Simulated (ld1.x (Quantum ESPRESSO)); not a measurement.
# A TM potential for titanium, from input to tests

Do these settings give a usable potential? It is generated, then checked for transferability, scattering, ghosts and hardness.

Program: ld1.x (Quantum ESPRESSO) 7.5. Reference atom: PBE, scalar-relativistic, spherical and spin-unpolarised. All values are calculated.

### Step 1. The design

The settings as typed:

* element: titanium (Ti, Z = 22)
* type: norm-conserving Troullier–Martins (Kleinman–Bylander form)
* frozen core: [Ar]
* valence charge: 4
* reference configuration: 3d3 4s1 4p0
* partial waves: 4s (bound): rc 2.90 bohr; 4p (bound, empty): rc 4.00 bohr; 3d (bound): rc 1.15 bohr
* local potential: all-electron potential smoothed inside 0.90 bohr (lloc = -2)
* core correction: Bessel-smoothed model core inside 0.90 bohr

The nodes and maxima of the atom's own shells, from an earlier all-electron run, set the scale for the radii.

All-electron outer shells of the reference configuration (PBE, scalar-relativistic, ld1.x):

```json
{"shell": "3s", "level (eV)": "-59.32", "outermost node (bohr)": "0.40", "outermost maximum (bohr)": "0.87"}
{"shell": "3p", "level (eV)": "-35.70", "outermost node (bohr)": "0.37", "outermost maximum (bohr)": "0.90"}
{"shell": "4s", "level (eV)": "-3.73", "outermost node (bohr)": "1.26", "outermost maximum (bohr)": "3.07"}
{"shell": "3d", "level (eV)": "-1.92", "outermost node (bohr)": "–", "outermost maximum (bohr)": "1.02"}
{"shell": "4p", "level (eV)": "-1.12", "outermost node (bohr)": "1.42", "outermost maximum (bohr)": "4.20"}
```

### Step 2. The generation run

Ti.in reads:

```
 &input
   title='Ti', zed=22., rel=1, dft='PBE', iswitch=3,
   config='[Ar] 3d3 4s1 4p0',
   nld=3, rlderiv=4.35, eminld=-2.0, emaxld=5.0, deld=0.02
 /
 &inputp
   pseudotype=2, tm=.true., lloc=-2, rcloc=0.90,
   nlcc=.true., new_core_ps=.true., rcore=0.90,
   file_pseudopw='Ti.UPF', file_wfcaegen='ae.wfc', file_wfcncgen='nc.wfc', file_beta='beta', file_chi='chi'
 /
3
4S  1  0   1.00   0.00  2.90  2.90  0.0
4P  2  1   0.00   0.00  4.00  4.00  0.0
3D  3  2   3.00   0.00  1.15  1.15  0.0
 &test
   configts(1)='3d3 4s1 4p0'
 /
```

The run is started by

```
$ ld1.x < Ti.in > Ti.out
```

The output, Ti.out (without the banner and most projector matrices):

```text
     Program LD1 v.7.5
     --------------------------- All-electron run ----------------------------

     Ti
     scalar relativistic calculation

     atomic number is 22.00
     dft =PBE   lsd =0 sic =0 latt =0  beta=0.20 tr2=1.0E-14
     Exchange-correlation= PBE
                           (   1   4   3   4   0   0   0)
     mesh =1177 r(mesh) = 100.37945 a.u. xmin = -7.00 dx = 0.01250
     1 Ry =  13.60569312 eV, c = 137.03599908

     n l     nl                  e(Ry)          e(Ha)          e(eV)
     1 0     1S 1( 2.00)      -357.6225      -178.8112     -4865.7016
     2 0     2S 1( 2.00)       -39.1879       -19.5939      -533.1784
     2 1     2P 1( 6.00)       -32.3802       -16.1901      -440.5546
     3 0     3S 1( 2.00)        -4.3601        -2.1800       -59.3221
     3 1     3P 1( 6.00)        -2.6242        -1.3121       -35.7047
     3 2     3D 1( 3.00)        -0.1408        -0.0704        -1.9151
     4 0     4S 1( 1.00)        -0.2741        -0.1370        -3.7289
     4 1     4P 1( 0.00)        -0.0821        -0.0411        -1.1172

     final scf error:  8.8E-15 reached in  39 iterations

     Etot =   -1707.049855 Ry,    -853.524927 Ha,  -23225.596471 eV

     Ekin =    1721.394137 Ry,     860.697069 Ha,   23420.760372 eV
     Encl =   -4063.158888 Ry,   -2031.579444 Ha,  -55282.092945 eV
     Eh   =     718.817227 Ry,     359.408613 Ha,    9780.006599 eV
     Exc  =     -84.102330 Ry,     -42.051165 Ha,   -1144.270497 eV

     normalization and overlap integrals

     s(1S/1S) =  1.000000  <r> =   0.0696  <r2> =    0.0065  r(max) =   0.0455
     s(2S/2S) =  1.000000  <r> =   0.3249  <r2> =    0.1248  r(max) =   0.2682
     s(2P/2P) =  1.000000  <r> =   0.2898  <r2> =    0.1036  r(max) =   0.2196
     s(3S/3S) =  1.000000  <r> =   1.0132  <r2> =    1.1860  r(max) =   0.8685
     s(3P/3P) =  1.000000  <r> =   1.0985  <r2> =    1.4266  r(max) =   0.9016
     s(3D/3D) =  1.000000  <r> =   1.9515  <r2> =    5.6027  r(max) =   1.0217
     s(4S/4S) =  1.000000  <r> =   3.7448  <r2> =   16.2852  r(max) =   3.0693
     s(4P/4P) =  1.000000  <r> =   5.4536  <r2> =   35.3577  r(max) =   4.1953

     ------------------------ End of All-electron run ------------------------

     --------------------- Generating NC pseudopotential ---------------------

      Generating local potential from pseudized AE potential:
      Matching radius rcloc =   0.9000
      Enforcing V''(0)=0 (lloc=-2)

      Local pseudo, rcloc= 0.890 Estimated cut-off energy=    38.06 Ry

      Computing core charge for nlcc:

       r > 0.90 : true rho core
      Core charge pseudized with two Bessel functions
      Integrated core pseudo-charge :   9.11

      Wfc   4S  rcut= 2.883  Using Troullier-Martins method

      Wfc   4P  rcut= 3.991  Using Troullier-Martins method

      Wfc   3D  rcut= 1.143  Using Troullier-Martins method

     ------------------- End of pseudopotential generation -------------------

     [... the all-electron block is printed once more ...]


     Computing logarithmic derivative in   4.32853
     Computing logarithmic derivative in   4.32853
     Computing the partial wave expansion
     R is outside the sphere for l=    0 j= 0.00
     R is outside the sphere for l=    1 j= 0.00
     R is outside the sphere for l=    2 j= 0.00

     ---------------------- Testing the pseudopotential ----------------------

     Ti
     scalar relativistic calculation

     atomic number is 22.00   valence charge is  4.00
     dft =PBE   lsd =0 sic =0 latt =0  beta=0.20 tr2=1.0E-14
     mesh =1177 r(mesh) = 100.37945 xmin = -7.00 dx = 0.01250

     n l     nl             e AE (Ry)        e PS (Ry)    De AE-PS (Ry)
     3 2     3D   1( 3.00)       -0.14076       -0.14074       -0.00002
     1 0     4S   1( 1.00)       -0.27407       -0.27407        0.00000
     2 1     4P   1( 0.00)       -0.08211       -0.08211       -0.00000

     eps = 4.9E-15  iter =  6

     Etot =   -1707.049855 Ry,    -853.524927 Ha,  -23225.596471 eV
     Etotps =   -19.991815 Ry,      -9.995908 Ha,    -272.002503 eV

     Ekin =      17.604474 Ry,       8.802237 Ha,     239.521072 eV
     Encl =     -24.647890 Ry,     -12.323945 Ha,    -335.351623 eV
     Ehrt =       6.484848 Ry,       3.242424 Ha,      88.230855 eV
     Ecxc =     -16.988318 Ry,      -8.494159 Ha,    -231.137843 eV
     (Ecc =     -13.058701 Ry,      -6.529350 Ha,    -177.672675 eV)
     Epseu=      -2.444930 Ry,      -1.222465 Ha,     -33.264964 eV

     ---------------------- End of pseudopotential test ----------------------
```

Wall time 1.4 s (1 thread of Neoverse-V1, shared host). (Generation and the later configuration tests together.)

All-electron and pseudo partial waves u(r) = r·R(r), from the program's wave files:

| r (bohr) | 3d AE | 3d PS | 4p AE | 4p PS |
| --- | --- | --- | --- | --- |
| 0.200 | 0.1261 | 0.0631 | 0.0871 | 0.0024 |
| 0.400 | 0.3830 | 0.3356 | -0.0264 | 0.0094 |
| 0.600 | 0.5747 | 0.5967 | -0.1296 | 0.0211 |
| 0.800 | 0.6741 | 0.6885 | -0.1587 | 0.0373 |
| 1.000 | 0.7025 | 0.7030 | -0.1312 | 0.0580 |
| 1.200 | 0.6892 | 0.6892 | -0.0739 | 0.0829 |
| 1.400 | 0.6556 | 0.6556 | -0.0054 | 0.1116 |
| 1.600 | 0.6136 | 0.6136 | 0.0640 | 0.1437 |
| 1.800 | 0.5697 | 0.5697 | 0.1294 | 0.1787 |
| 2.000 | 0.5270 | 0.5270 | 0.1884 | 0.2154 |
| 2.200 | 0.4870 | 0.4870 | 0.2406 | 0.2528 |
| 2.400 | 0.4502 | 0.4502 | 0.2858 | 0.2895 |
| 2.600 | 0.4165 | 0.4165 | 0.3244 | 0.3242 |
| 2.800 | 0.3858 | 0.3858 | 0.3569 | 0.3555 |
| 3.000 | 0.3577 | 0.3577 | 0.3837 | 0.3825 |
| 3.200 | 0.3318 | 0.3318 | 0.4052 | 0.4045 |
| 3.400 | 0.3079 | 0.3079 | 0.4218 | 0.4216 |
| 3.600 | 0.2858 | 0.2858 | 0.4340 | 0.4339 |
| 3.800 | 0.2652 | 0.2652 | 0.4421 | 0.4421 |
| 4.000 | 0.2460 | 0.2460 | 0.4467 | 0.4467 |
| 4.200 | 0.2282 | 0.2282 | 0.4481 | 0.4481 |
| 4.400 | 0.2115 | 0.2115 | 0.4469 | 0.4469 |
| 4.600 | 0.1961 | 0.1961 | 0.4433 | 0.4433 |
| 4.800 | 0.1817 | 0.1817 | 0.4378 | 0.4378 |
| 5.000 | 0.1684 | 0.1684 | 0.4307 | 0.4307 |
| 5.200 | 0.1560 | 0.1560 | 0.4223 | 0.4223 |

### Step 3. Testing the new file in other configurations

Ti.test.in reads:

```
 &input
   title='Ti', zed=22., rel=1, dft='PBE', iswitch=2,
   config='[Ar] 3d3 4s1 4p0'
 /
 &test
   file_pseudo='Ti.UPF', nconf=8,
   configts(1)='3d3 4s1 4p0',
   configts(2)='3d2 4s2 4p0',
   configts(3)='3d2 4s1 4p0',
   configts(4)='3d2 4s0 4p0',
   configts(5)='3d2 4s0 4p1',
   configts(6)='3d2.5 4s1.5 4p0',
   configts(7)='3d3 4s0 4p0',
   configts(8)='3d2 4s1.5 4p0'
 /
```

The run is started by

```
$ ld1.x < Ti.test.in > Ti.test.out
```

Ti.test.out, the pseudopotential blocks, each with the warnings that came before it:

```text
     ---------------------- Testing the pseudopotential ----------------------

     Ti
     scalar relativistic calculation

     atomic number is 22.00   valence charge is  4.00
     dft =PBE   lsd =0 sic =0 latt =0  beta=0.20 tr2=1.0E-14
     mesh =1177 r(mesh) = 100.37945 xmin = -7.00 dx = 0.01250

     n l     nl             e AE (Ry)        e PS (Ry)    De AE-PS (Ry)
     3 2     3D   1( 3.00)       -0.14076       -0.14074       -0.00002
     1 0     4S   1( 1.00)       -0.27407       -0.27407        0.00000
     2 1     4P   1( 0.00)       -0.08211       -0.08211       -0.00000

     eps = 7.6E-15  iter =  6

     Etot =   -1707.049855 Ry,    -853.524927 Ha,  -23225.596471 eV
     Etotps =   -19.991815 Ry,      -9.995908 Ha,    -272.002504 eV

     Ekin =      17.604474 Ry,       8.802237 Ha,     239.521069 eV
     Encl =     -24.647890 Ry,     -12.323945 Ha,    -335.351622 eV
     Ehrt =       6.484848 Ry,       3.242424 Ha,      88.230855 eV
     Ecxc =     -16.988318 Ry,      -8.494159 Ha,    -231.137843 eV
     (Ecc =     -13.058701 Ry,      -6.529350 Ha,    -177.672675 eV)
     Epseu=      -2.444930 Ry,      -1.222465 Ha,     -33.264963 eV

     ---------------------- End of pseudopotential test ----------------------

     Warning: n=2, l=1 expected 0 nodes, found 1
     ---------------------- Testing the pseudopotential ----------------------

     Ti
     [...]
     n l     nl             e AE (Ry)        e PS (Ry)    De AE-PS (Ry)
     3 2     3D   1( 2.00)       -0.31302       -0.33791        0.02490  !
     1 0     4S   1( 2.00)       -0.32830       -0.32458       -0.00372
     2 1     4P   1( 0.00)       -0.10777       -0.13237        0.02460  !

     eps = 9.5E-15  iter = 11

     Etot =   -1707.131133 Ry,    -853.565567 Ha,  -23226.702321 eV
     Etotps =   -20.062284 Ry,     -10.031142 Ha,    -272.961284 eV
     dEtot_ae =      -0.081278 Ry
     dEtot_ps =      -0.070469 Ry,   Delta E=      -0.010809 Ry

     [...]
     ---------------------- End of pseudopotential test ----------------------

     ---------------------- Testing the pseudopotential ----------------------

     Ti
     [...]
     n l     nl             e AE (Ry)        e PS (Ry)    De AE-PS (Ry)
     3 2     3D   1( 2.00)       -0.83550       -0.85929        0.02379  !
     1 0     4S   1( 1.00)       -0.76075       -0.75831       -0.00244
     2 1     4P   1( 0.00)       -0.48549       -0.48549        0.00000

     eps = 1.7E-16  iter = 10

     Etot =   -1706.591160 Ry,    -853.295580 Ha,  -23219.355616 eV
     Etotps =   -19.525659 Ry,      -9.762829 Ha,    -265.660118 eV
     dEtot_ae =       0.458694 Ry
     dEtot_ps =       0.466157 Ry,   Delta E=      -0.007462 Ry

     [...]
     ---------------------- End of pseudopotential test ----------------------

     ---------------------- Testing the pseudopotential ----------------------

     Ti
     [...]
     n l     nl             e AE (Ry)        e PS (Ry)    De AE-PS (Ry)
     3 2     3D   1( 2.00)       -1.44648       -1.47501        0.02853  !
     1 0     4S   1( 0.00)       -1.24186       -1.24664        0.00477
     2 1     4P   1( 0.00)       -0.91224       -0.91224        0.00000

     eps = 2.9E-17  iter =  7

     Etot =   -1705.593615 Ry,    -852.796807 Ha,  -23205.783315 eV
     Etotps =   -18.527444 Ry,      -9.263722 Ha,    -252.078717 eV
     dEtot_ae =       1.456240 Ry
     dEtot_ps =       1.464371 Ry,   Delta E=      -0.008131 Ry

     [...]
     ---------------------- End of pseudopotential test ----------------------

     BEWARE! Errors in PS-KS equations
     Warning: n=1, l=0 expected 0 nodes, found 1
     ---------------------- Testing the pseudopotential ----------------------

     Ti
     [...]
     n l     nl             e AE (Ry)        e PS (Ry)    De AE-PS (Ry)
     3 2     3D   1( 2.00)       -0.91683       -1.47501        0.55818  !
     1 0     4S   1( 0.00)       -0.81019       -0.81019        0.00000
     2 1     4P   1( 1.00)       -0.53050       -0.53050        0.00000

     eps = 8.4E-15  iter = 26

     Etot =   -1706.313609 Ry,    -853.156804 Ha,  -23215.579331 eV
     Etotps =   -19.057942 Ry,      -9.528971 Ha,    -259.296507 eV
     dEtot_ae =       0.736246 Ry
     dEtot_ps =       0.933874 Ry,   Delta E=      -0.197627 Ry

     [...]
     ---------------------- End of pseudopotential test ----------------------

     ---------------------- Testing the pseudopotential ----------------------

     Ti
     [...]
     n l     nl             e AE (Ry)        e PS (Ry)    De AE-PS (Ry)
     3 2     3D   1( 2.50)       -0.21215       -0.21887        0.00672  !
     1 0     4S   1( 1.50)       -0.29708       -0.29462       -0.00246
     2 1     4P   1( 0.00)       -0.09238       -0.09066       -0.00172

     eps = 9.0E-15  iter =  9

     Etot =   -1707.105206 Ry,    -853.552603 Ha,  -23226.349556 eV
     Etotps =   -20.045238 Ry,     -10.022619 Ha,    -272.729353 eV
     dEtot_ae =      -0.055351 Ry
     dEtot_ps =      -0.053422 Ry,   Delta E=      -0.001928 Ry

     [...]
     ---------------------- End of pseudopotential test ----------------------

     ---------------------- Testing the pseudopotential ----------------------

     Ti
     [...]
     n l     nl             e AE (Ry)        e PS (Ry)    De AE-PS (Ry)
     3 2     3D   1( 3.00)       -0.58982       -0.58564       -0.00418
     1 0     4S   1( 0.00)       -0.66089       -0.66459        0.00370
     2 1     4P   1( 0.00)       -0.41316       -0.41638        0.00322

     eps = 1.5E-15  iter = 10

     Etot =   -1706.587642 Ry,    -853.293821 Ha,  -23219.307744 eV
     Etotps =   -19.527812 Ry,      -9.763906 Ha,    -265.689411 eV
     dEtot_ae =       0.462213 Ry
     dEtot_ps =       0.464004 Ry,   Delta E=      -0.001791 Ry

     [...]
     ---------------------- End of pseudopotential test ----------------------

     ---------------------- Testing the pseudopotential ----------------------

     Ti
     [...]
     n l     nl             e AE (Ry)        e PS (Ry)    De AE-PS (Ry)
     3 2     3D   1( 2.00)       -0.56216       -0.58625        0.02409  !
     1 0     4S   1( 1.50)       -0.53778       -0.53424       -0.00354
     2 1     4P   1( 0.00)       -0.28871       -0.28871        0.00000

     eps = 7.9E-15  iter = 11

     Etot =   -1706.915276 Ry,    -853.457638 Ha,  -23223.765429 eV
     Etotps =   -19.848253 Ry,      -9.924126 Ha,    -270.049236 eV
     dEtot_ae =       0.134579 Ry
     dEtot_ps =       0.143563 Ry,   Delta E=      -0.008983 Ry

     [...]
     ---------------------- End of pseudopotential test ----------------------
```

1 test gave no usable energy difference (3d2 4s0 4p1).

Excitation and ionisation energies from 3d3 4s1 4p0, with the error of the potential. A star marks tests that logged a warning.

| valence configuration | charge | ΔE all-electron (eV) | error AE − PS (meV) |
| --- | --- | --- | --- |
| 3d2 4s2 4p0 * | 0 | -1.106 | -147 |
| 3d2 4s1 4p0 | +1 | 6.241 | -102 |
| 3d2 4s0 4p0 | +2 | 19.813 | -111 |
| 3d2.5 4s1.5 4p0 | 0 | -0.753 | -26 |
| 3d3 4s0 4p0 | +1 | 6.289 | -24 |
| 3d2 4s1.5 4p0 | +0.5 | 1.831 | -122 |

### Step 4. Scattering by logarithmic derivatives

Taken from the files of the generation run. The phase is arctan(r·u′/u) with u = r·R, unwrapped, with energies in Ry. A pole is an energy at which the radial function vanishes at the test radius. The pseudo phase is shifted by a multiple of π to meet the all-electron one at the reference energy. Levels narrower than the energy grid can be missing from the poles. The last column is the largest difference on the grid between −1 and +1 Ry.

| channel | radius (bohr) | reference (Ry) | poles AE | poles PS | window around the reference with phases within 0.05 rad (Ry) | largest difference near zero (rad) |
| --- | --- | --- | --- | --- | --- | --- |
| s | 4.33 | -0.27 | 0.10, 2.72 | 0.10, 2.21, 4.54 | below 0.8 | 0.074 |
| p | 4.33 | -0.08 | 0.56, 3.27 | -1.79, 0.56, 2.98 | -1.8 to 1.3 | 0.007 |
| d | 4.33 | -0.14 | -0.09, 1.45, 4.19 | -0.09, 1.45, 4.20 | the whole range | 0.002 |

Phases (rad) along the scan:

| E (Ry) | s AE | s PS | d AE | d PS |
| --- | --- | --- | --- | --- |
| -2.00 | 1.390 | 1.389 | 1.409 | 1.409 |
| -1.52 | 1.353 | 1.353 | 1.385 | 1.385 |
| -1.04 | 1.278 | 1.278 | 1.347 | 1.347 |
| -0.56 | 0.941 | 0.940 | 1.264 | 1.264 |
| -0.08 | -1.417 | -1.417 | -1.613 | -1.613 |
| 0.40 | -1.707 | -1.714 | -2.449 | -2.448 |
| 0.88 | -1.990 | -2.064 | -4.409 | -4.409 |
| 1.36 | -3.853 | -4.212 | -4.686 | -4.686 |
| 1.84 | -4.525 | -4.614 | -4.815 | -4.814 |
| 2.32 | -4.655 | -4.736 | -5.044 | -5.039 |
| 2.80 | -4.721 | -4.880 | -7.103 | -7.076 |
| 3.28 | -4.778 | -6.781 | -7.694 | -7.691 |
| 3.76 | -4.856 | -7.722 | -7.802 | -7.800 |
| 4.24 | -5.067 | -7.820 | -7.860 | -7.858 |
| 4.72 | -6.993 | -7.872 | -7.911 | -7.908 |

### Step 5. Cutoff and ghost test in a Bessel basis

This step uses the generator's waves and projectors in a separate script. Basis: spherical Bessel functions vanishing at 20 bohr, q² up to the cutoff; potential fixed at the reference.

All-electron valence levels (Ry): 4s -0.2741, 4p -0.0821, 3d -0.1408. The lowest levels of each channel (Ry) by cutoff; the last column sums, over occupied levels, occupation times the distance from the level at 400 Ry. A positive value at high cutoff is not a bound level.

| cutoff (Ry) | s #1 | s #2 | p #1 | p #2 | d #1 | f #1 | Σ f·Δε (mRy) |
| --- | --- | --- | --- | --- | --- | --- | --- |
| 8 | -3.3425 | -0.2725 | -0.0821 | 0.0439 | 0.0355 | 0.0983 | 530.4 |
| 12 | -5.4879 | -0.2737 | -0.0821 | 0.0438 | 0.0343 | 0.0983 | 525.3 |
| 21 | -7.3533 | -0.2740 | -0.8595 | -0.0821 | 0.0310 | 0.0983 | 515.2 |
| 30 | -7.8162 | -0.2741 | -1.4546 | -0.0821 | 0.0267 | 0.0983 | 502.1 |
| 45 | -8.0225 | -0.2741 | -1.7357 | -0.0821 | 0.0065 | 0.0983 | 441.7 |
| 55 | -8.0383 | -0.2741 | -1.7704 | -0.0821 | -0.0253 | 0.0983 | 346.2 |
| 80 | -8.0396 | -0.2741 | -1.7833 | -0.0821 | -0.0982 | 0.0983 | 127.5 |
| 100 | -8.0403 | -0.2741 | -1.7833 | -0.0821 | -0.1300 | 0.0983 | 32.1 |
| 120 | -8.0408 | -0.2741 | -1.7836 | -0.0821 | -0.1388 | 0.0983 | 5.7 |
| 140 | -8.0409 | -0.2741 | -1.7837 | -0.0821 | -0.1405 | 0.0983 | 0.6 |
| 180 | -8.0409 | -0.2741 | -1.7838 | -0.0821 | -0.1407 | 0.0983 | 0.2 |
| 400 | -8.0409 | -0.2741 | -1.7838 | -0.0821 | -0.1407 | 0.0983 | 0.0 |

The sum stays within 10 mRy from 120 Ry and within 1 mRy from 140 Ry. The sum leaves out empty levels, which can need more. Ghost test: ghost states, bound below the all-electron valence or empty levels of the same l: s at -109.4 eV, p at -24.3 eV.

### Step 6. Results

```
                                                quantity                                                                        value
               cutoffs for 10 and 1 mRy, occupied levels                                                            120 Ry and 140 Ry
                                            bound ghosts                                              s at -109.40 eV, p at -24.27 eV
                            largest test error (AE − PS)  -147 meV, for 3d2 4s2 4p0 (one of 2 tests with a warning) (1 test unsolved)
largest phase difference near zero energy, channels read                                                                    0.074 rad
```

In words: It has a bound ghost (s, p), a state that the atom doesn't have, and that rules the file out. The worst unpolarised test, 3d2 4s2 4p0, is off by 147 meV on 1.1 eV; by total energies transferability rates as poor. Of the tests 1 gave no usable energy difference, which is a warning in itself. The potential is hard: the looser tolerance needs 120 Ry. The slowest occupied level is 3d: taken alone it needs 140 Ry to come within 1 mRy, against 10 Ry for 4s. Of the channels read, s scatters worst near zero energy, by up to 0.07 rad. The pseudo curves have a pole with no partner nearby in the atom's: p at -1.79 Ry. All of this concerns the isolated atom, not yet a solid.
